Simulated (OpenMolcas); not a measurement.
# C2H10OSi2 (SMILES C[SiH2]O[SiH2]C) at HF/ANO-RCC-VDZP (DKH1)

Aim: the vertical singlet–triplet gap of C2H10OSi2 at HF/ANO-RCC-VDZP (DKH1), from 2 runs. 

The calculation is run with OpenMolcas 26.06.

## 1. The molecule

C2H10OSi2: 15 atoms, total charge 0, spin state singlet. As SMILES, `C[SiH2]O[SiH2]C`. The shape is that of a GFN2-xTB optimisation. This is one conformer, not always the lowest.

Bond lengths: C1–Si2 1.896 Å, Si2–O3 1.620 Å, O3–Si4 1.620 Å, Si4–C5 1.896 Å, C1–H6 1.087 Å, C1–H7 1.087 Å, C1–H8 1.086 Å, Si2–H9 1.466 Å, Si2–H10 1.464 Å, Si4–H11 1.464 Å, Si4–H12 1.466 Å, C5–H13 1.087 Å, C5–H14 1.087 Å, C5–H15 1.086 Å. Some angles: C1–Si2–O3 109.4°, Si2–O3–Si4 170.0°, O3–Si4–C5 109.2°, C1–Si2–H9 111.1°, C1–Si2–H10 111.8°, O3–Si2–H9 106.9°, O3–Si2–H10 105.1°, Si2–C1–H6 111.5°, Si2–C1–H7 111.3°, Si2–C1–H8 111.1°.

## 2. The energy at HF/ANO-RCC-VDZP (DKH1)

Input file coord.xyz:

```xyz
15

C     -2.682080     0.179690    -0.144180
Si    -1.208250    -0.649630    -1.001840
O      0.155930     0.120900    -0.590480
Si     1.420140     0.874950     0.085650
C      2.484010    -0.395860     1.006080
H     -2.593150     0.129730     0.938150
H     -2.757810     1.229400    -0.416490
H     -3.616480    -0.300250    -0.419790
H     -1.059140    -2.041510    -0.566990
H     -1.290400    -0.530450    -2.458670
H      2.143690     1.484130    -1.031750
H      0.883960     1.880180     1.008340
H      1.926630    -0.881240     1.803110
H      2.838290    -1.174720     0.335800
H      3.354650     0.074670     1.453070
```

Input file job.inp:

```
&gateway
 coord=coord.xyz
 basis=ANO-RCC-VDZP
 group=NoSym

&seward
 relativistic=R01O00
 expert

&scf
 prorbitals=0
```

Run with:

```console
$ export MOLCAS_MEM=1860
$ pymolcas job.inp > job.log
```

Output (excerpt; [...] marks lines left out):

```text
--- Start Module: gateway ---
[...]
--- Stop Module: gateway /rc=_RC_ALL_IS_WELL_ ---
--- Start Module: seward ---
[...]
 ###    WARNING:  EXPERT option is ON!                                       ###
 ###############################################################################
               SEWARD will generate:
[...]
      Basis functions          128
--- Stop Module: seward /rc=_RC_ALL_IS_WELL_ ---
[...]
--- Start Module: scf ---
[...]
       Convergence after  11 Iterations
[...]
::    Total SCF energy                               -735.9761978083
[...]
      Total spin, S                                     0.0000000000
[...]
      Total electronic charge=   58.000000
      Total            charge=   -0.000000
[...]
      Dipole Moment (debye):
      Origin of the operator (angstrom)=    0.0554    0.0520   -0.2272
                   X= -1.8420E-01               Y= -1.3977E-01               Z=  6.7211E-01           Total=  7.1077E-01
      Quadrupole Moment (debye*angstrom):
[...]
--- Stop Module: scf /rc=_RC_ALL_IS_WELL_ ---
[...]
```

It took 60 s on 1 thread of Arm Neoverse V1, shared host; peak memory 0.92 GiB.

## 3. The triplet

coord.xyz is that of step 2.

Edit job.inp of step 2 so:

```diff
@@ -10,2 +10,4 @@
 &scf
+ uhf
+ spin=3
  prorbitals=0
```

Run with:

```console
$ export MOLCAS_MEM=1860
$ pymolcas job.inp > job.log
```

Output (excerpt; [...] marks lines left out):

```text
--- Start Module: gateway ---
[...]
--- Stop Module: gateway /rc=_RC_ALL_IS_WELL_ ---
--- Start Module: seward ---
[...]
 ###    WARNING:  EXPERT option is ON!                                       ###
 ###############################################################################
               SEWARD will generate:
[...]
      Basis functions          128
--- Stop Module: seward /rc=_RC_ALL_IS_WELL_ ---
[...]
--- Start Module: scf ---
[...]
       Convergence after  63 Iterations
[...]
::    Total SCF energy                               -735.6752783596
[...]
      Total spin, S                                     1.0051287440
[...]
      Total electronic charge=   58.000000
      Total            charge=   -0.000000
[...]
      Dipole Moment (debye):
      Origin of the operator (angstrom)=    0.0554    0.0520   -0.2272
                   X=  2.7091E-02               Y=  1.0171E-02               Z= -1.3169E-01           Total=  1.3483E-01
      Quadrupole Moment (debye*angstrom):
[...]
--- Stop Module: scf /rc=_RC_ALL_IS_WELL_ ---
[...]
```

It took 2 min on 1 thread of Arm Neoverse V1, shared host; peak memory 0.92 GiB.

## 4. Summary of results

Level: HF/ANO-RCC-VDZP (DKH1).

| quantity | value |
| --- | --- |
| singlet: total energy | -735.97620 Eh |
| singlet: dipole moment | 0.71 D |
| singlet: HOMO energy | -11.52 eV |
| singlet: LUMO energy | 2.24 eV |
| singlet: HOMO–LUMO gap | 13.76 eV |
| triplet: total energy | -735.67528 Eh |
| triplet: dipole moment | 0.13 D |
| triplet: HOMO energy (highest over α and β) | -2.10 eV |
| triplet: ⟨S²⟩ | 2.015 |
| vertical energy of the triplet above the singlet | 8.188 eV |

At this shape the triplet lies 8.19 eV (790 kJ/mol) above the singlet. Mulliken charges (triplet) run from -0.30 on O3 to +0.67 on Si2.
